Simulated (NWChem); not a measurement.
# One shape, several levels: AgPH3Cl (SMILES [PH3]->[Ag][Cl])

Aim: a comparison of 3 runs (HF/STO-3G, HF/3-21G, CCSD(T)/def2-SVPD) of AgPH3Cl. 

Program for the calculation: NWChem 7.3.0.

## Step 1: The molecule

AgPH3Cl: 6 atoms, total charge 0, spin state singlet. As SMILES, `[PH3]->[Ag][Cl]`. Geometry: a GFN2-xTB relaxation, a rough one for these elements and not checked as a minimum.

Bond lengths: Ag1–P2 2.433 Å, Ag1–Cl6 2.228 Å, P2–H3 1.379 Å, P2–H4 1.379 Å, P2–H5 1.380 Å. Angles: P2–Ag1–Cl6 179.6°, Ag1–P2–H3 122.1°, Ag1–P2–H4 121.4°, Ag1–P2–H5 121.4°, H3–P2–H4 95.1°, H3–P2–H5 95.0°, H4–P2–H5 95.0°.

## Step 2: Energy and gradient at HF/STO-3G (run 1)

agclh3p.xyz

```xyz
6

Ag    -0.006080     0.003800    -1.612080
P     -0.004920    -0.000400     0.820750
H     -1.152990    -0.219990     1.552850
H      0.388860     1.107530     1.541350
H      0.767400    -0.891930     1.537290
Cl     0.007720     0.000990    -3.840170
```

agclh3p.nw

```
start agclh3p
memory 2200 mb
geometry units angstroms noautosym nocenter noautoz
 load agclh3p.xyz
end
basis spherical bse
 * library STO-3G
end
scf
 thresh 1e-08
 maxiter 80
end
task scf gradient
```

The run is started by

```
$ nwchem agclh3p.nw > agclh3p.out
```

Standard output:

```text
[...]
  functions       =    48
[...]
  wavefunction    = RHF
[...]
         Total SCF energy =  -5939.878302701466
      One-electron energy =  -9065.720596426982
      Two-electron energy =   2708.684960427785
 Nuclear repulsion energy =    417.157333297731
        Time for solution =      5.0s
[...]
                         RHF ENERGY GRADIENTS
    atom               coordinates                        gradient
                 x          y          z           x          y          z
   1 Ag     -0.011490   0.007181  -3.046389   -0.000309   0.000231   0.018784
   2 P      -0.009297  -0.000756   1.550993   -0.000679   0.000414  -0.003895
   3 H      -2.178835  -0.415721   2.934461    0.003091   0.000501   0.009520
   4 H       0.734839   2.092928   2.912729   -0.000900  -0.002858   0.009279
   5 H       1.450176  -1.685503   2.905057   -0.001548   0.001821   0.009706
   6 Cl      0.014589   0.001871  -7.256869    0.000345  -0.000108  -0.043395
[...]
```

It took 8.7 s on 1 thread of Intel Xeon Platinum 8559C (Emerald Rapids), shared host; peak memory 0.097 GiB.

## Step 3: Energy and gradient at HF/3-21G (run 2)

agclh3p.nw

```
start agclh3p
title "Ag(PH3)Cl"
memory total 2200 mb

geometry units atomic noautosym nocenter noautoz
 Ag  -0.01148953   0.00718096  -3.04638969
 P   -0.00929745  -0.00075589   1.55099272
 H   -2.17883532  -0.41572085   2.93446121
 H    0.73483890   2.09292837   2.91272936
 H    1.45017583  -1.68550342   2.90505707
 Cl   0.01458869   0.00187083  -7.25686957
end

basis spherical bse
 * library 3-21G
end

scf
 thresh 1e-08
 maxiter 80
 noprint "final vectors analysis"
end

task scf gradient
```

The run is started by

```
$ nwchem agclh3p.nw > agclh3p.out
```

Standard output:

```text
[...]
  functions       =    68
[...]
  wavefunction    = RHF
[...]
         Total SCF energy =  -5971.567395492971
      One-electron energy =  -9096.321841641287
      Two-electron energy =   2707.597142854582
 Nuclear repulsion energy =    417.157303293735
        Time for solution =      6.7s
[...]
                         RHF ENERGY GRADIENTS
    atom               coordinates                        gradient
                 x          y          z           x          y          z
   1 Ag     -0.011490   0.007181  -3.046390    0.000433  -0.000056  -0.037270
   2 P      -0.009297  -0.000756   1.550993   -0.000252   0.000370  -0.020734
   3 H      -2.178835  -0.415721   2.934461    0.017431   0.003269  -0.002167
   4 H       0.734839   2.092928   2.912729   -0.005881  -0.016768  -0.002199
   5 H       1.450176  -1.685503   2.905057   -0.011359   0.013129  -0.001822
   6 Cl      0.014589   0.001871  -7.256870   -0.000373   0.000055   0.064193
[...]
```

Run time: 11 s. Hardware: 1 thread of Intel Xeon Platinum 8559C (Emerald Rapids), shared host; peak memory 0.097 GiB.

## Step 4: The energy at CCSD(T)/def2-SVPD (core potential) (run 3)

input.nw

```
start input
title "AgClH3P ccsd(t)"
memory 2200 mb
geometry noautosym nocenter noautoz
Ag      -0.006080       0.003800      -1.612080
P       -0.004920      -0.000400       0.820750
H       -1.152990      -0.219990       1.552850
H        0.388860       1.107530       1.541350
H        0.767400      -0.891930       1.537290
Cl       0.007720       0.000990      -3.840170
end
basis spherical bse
* library def2-SVPD
end
ecp bse
Ag library def2-SVPD
end
scf
thresh 1e-08
maxiter 80
end
ccsd
freeze core 10
maxiter 60
end
task ccsd(t) energy
```

The run is started by

```
$ nwchem input.nw > input.out
```

Standard output:

```text
[...]
  functions       =   109
[...]
  wavefunction    = RHF
[...]
         Total SCF energy =   -947.879209154547
      One-electron energy =  -1768.528485101447
      Two-electron energy =    621.097221392880
 Nuclear repulsion energy =    199.552054554020
        Time for solution =     20.9s
[...]
 Total MP2 energy:           -948.535314937448675
[...]
             energy      energy      error      ampl     ampl      Block
                                                time     time      time
[...]
 Total CCSD energy:           -948.552536931552822
[...]
 Total CCSD+T(CCSD) energy:           -948.576066174750167
[...]
 Total CCSD(T) energy:                -948.573270819713343
[...]
```

It took 5.6 min on 1 thread of Intel Xeon Platinum 8559C (Emerald Rapids), shared host; peak memory 0.53 GiB.

## Step 5: The series

```tsv
run	level	task	module	energy (Eh)	dipole moment (D)	HOMO energy (eV)	LUMO energy (eV)	wall time
1	HF/STO-3G	gradient	scf	-5939.878303	9.76	-5.06	6.56	8.7 s
2	HF/3-21G	gradient	scf	-5971.567395	10.31	–	–	11 s
3	CCSD(T)/def2-SVPD (core potential)	energy	ccsd(t)	-948.573271	–	-10.06	1.47	5.6 min
```

## Step 6: Outcome

| quantity | value |
| --- | --- |
| run 3: total energy | -948.57327 Eh |
| run 3: HOMO energy (Hartree–Fock orbitals) | -10.06 eV |
| run 3: LUMO energy (Hartree–Fock orbitals) | 1.47 eV |
| run 3: HOMO–LUMO gap (Hartree–Fock orbitals) | 11.53 eV |
| run 3: correlation energy (10 core orbitals frozen) | -694.1 mEh |
| run 3: (T) correction | -20.73 mEh |

Some runs of one species differ in core potentials or relativity; totals across that change don't compare. In run 1 the basis is minimal, so the values are rough. In runs 1, 2 relativity is left out where basis or elements ask for it. All runs together took 5.9 min, the longest 5.6 min.
